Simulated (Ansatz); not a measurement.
**CH6B2FN: geometry optimisation, by script**

What geometry does CH6B2FN take? The task is a geometry optimisation, for CH6B2FN. SMILES: BNB(C)F.

Program: Ansatz 0.2.0, driven from Python. Level of theory: CAM-B3LYP/6-31G*. These are calculated values, not measurements.

## Step 1: The structure

Bond lengths: B1–N2 1.524 Å, N2–B3 1.526 Å, B3–C4 1.593 Å, B3–F5 1.445 Å, B1–H6 1.182 Å, B1–H7 1.183 Å, N2–H8 1.045 Å, C4–H9 1.109 Å, C4–H10 1.109 Å, C4–H11 1.110 Å. Angles (14 of 15 angles, heavy atoms first): B1–N2–B3 108.7°, N2–B3–C4 121.2°, N2–B3–F5 119.5°, C4–B3–F5 119.3°, B1–N2–H8 108.1°, B3–N2–H8 107.9°, N2–B1–H6 119.0°, N2–B1–H7 119.4°, B3–C4–H9 109.4°, B3–C4–H10 109.4°, B3–C4–H11 110.4°, H6–B1–H7 116.8°, H9–C4–H10 109.3°, H9–C4–H11 109.2°.

No structure file is read: the coordinates are typed or built in the script.

## Step 2: Script

ch6b2fn_opt.py reads:

```python
# -*- coding: utf-8 -*-
"""Minimum-energy structure of CH6B2FN."""

import itertools

import ansatz
from ase.data import atomic_numbers, covalent_radii
import numpy as np

geometry_ang = [
    ("B", (-1.8578, 0.1815, -0.1105)),
    ("N", (-0.9205, -0.9432, 0.3129)),
    ("B", (0.4136, -0.3348, 0.7369)),
    ("C", (1.4249, 0.2667, -0.3372)),
    ("F", (0.7949, -0.3597, 2.13)),
    ("H", (-2.3771, 0.84, 0.7225)),
    ("H", (-1.7255, 0.6762, -1.1765)),
    ("H", (-0.7462, -1.5518, -0.5184)),
    ("H", (2.3832, -0.2904, -0.2923)),
    ("H", (1.6105, 1.3363, -0.1087)),
    ("H", (1.0, 0.1793, -1.3586)),
]
molecule = ansatz.Crystal.molecule()
for symbol, xyz in geometry_ang:
    molecule = molecule.atom(symbol, xyz)

job = (
    molecule.calculation()
    .basis(gaussian="6-31G*")
    .functional("CAM-B3LYP")
)
symbols = [site.symbol for site in molecule.cartesian_sites]
start = np.array([site.position_ang for site in molecule.cartesian_sites], dtype=float)
report = job.relax(force_tolerance=0.005).run().report
end = np.array(report["positions_ang"])

print("reference energy %16.6f eV" % report["reference_energy_ev"])
print("total energy     %16.6f eV" % report["free_energy_ev"])
print("occupied orbitals outside the frozen core (up, down):", report["n_occupied"], " frozen:", report["n_frozen"], " virtual:", report["n_virtual"])

# pairs closer than 1.2 times the sum of covalent radii, before or after
radius = [covalent_radii[atomic_numbers[s]] for s in symbols]
span = lambda where, i, j: np.linalg.norm(where[i] - where[j])
bonded = [(i, j) for i, j in itertools.combinations(range(len(symbols)), 2) if min(span(start, i, j), span(end, i, j)) < 1.2 * (radius[i] + radius[j])]
print("pair        before    after (A)")
for i, j in bonded:
    print(f"{symbols[i]}{i}-{symbols[j]}{j}".ljust(10), f"{span(start, i, j):8.4f} {span(end, i, j):8.4f}")

charges = report["charge_distribution"]
print("dipole moment", round(4.803205 * float(np.linalg.norm(charges["dipole_moment_e_ang"])), 3), "D")
print("Mulliken:", [(s, round(q, 3)) for s, q in zip(symbols, charges["mulliken_charges_e"])])
```

## Step 3: The input behind the calls

The package turns the script's settings into the engine's input:

```yaml
crystal:
  periodic: [false, false, false]
  atoms:
    - { symbol: B, position_ang: [-1.8578, 0.1815, -0.1105] }
    - { symbol: "N", position_ang: [-0.9205, -0.9432, 0.3129] }
    - { symbol: B, position_ang: [0.4136, -0.3348, 0.7369] }
    - { symbol: C, position_ang: [1.4249, 0.2667, -0.3372] }
    - { symbol: F, position_ang: [0.7949, -0.3597, 2.13] }
    - { symbol: H, position_ang: [-2.3771, 0.84, 0.7225] }
    - { symbol: H, position_ang: [-1.7255, 0.6762, -1.1765] }
    - { symbol: H, position_ang: [-0.7462, -1.5518, -0.5184] }
    - { symbol: H, position_ang: [2.3832, -0.2904, -0.2923] }
    - { symbol: H, position_ang: [1.6105, 1.3363, -0.1087] }
    - { symbol: H, position_ang: [1.0, 0.1793, -1.3586] }
basis:
  gaussian:
    orbitals: "6-31G*"
hamiltonian:
  xc: cam_b3lyp
relax:
  f_tol: 0.005
```

## Step 4: Running it

Launch:

```bash
$ python ch6b2fn_opt.py
```

**Question.** What results will this script give? Wanted: total energy; dipole moment; moves of the relaxation; energy gained; last largest force component.

As calculated:

```
                    quantity          value
                total energy  -6694.9687 eV
               dipole moment         2.24 D
     moves of the relaxation             13
               energy gained       2.046 eV
last largest force component    0.0008 eV/Å
```

After 13 moves the largest shift is 1.739 Å, of atom 7 (H). So large a move can change the bonding: the results belong to the relaxed structure. The end point is the stationary point reached from this start; no frequency run checks that it is a minimum, and the basis set is modest.
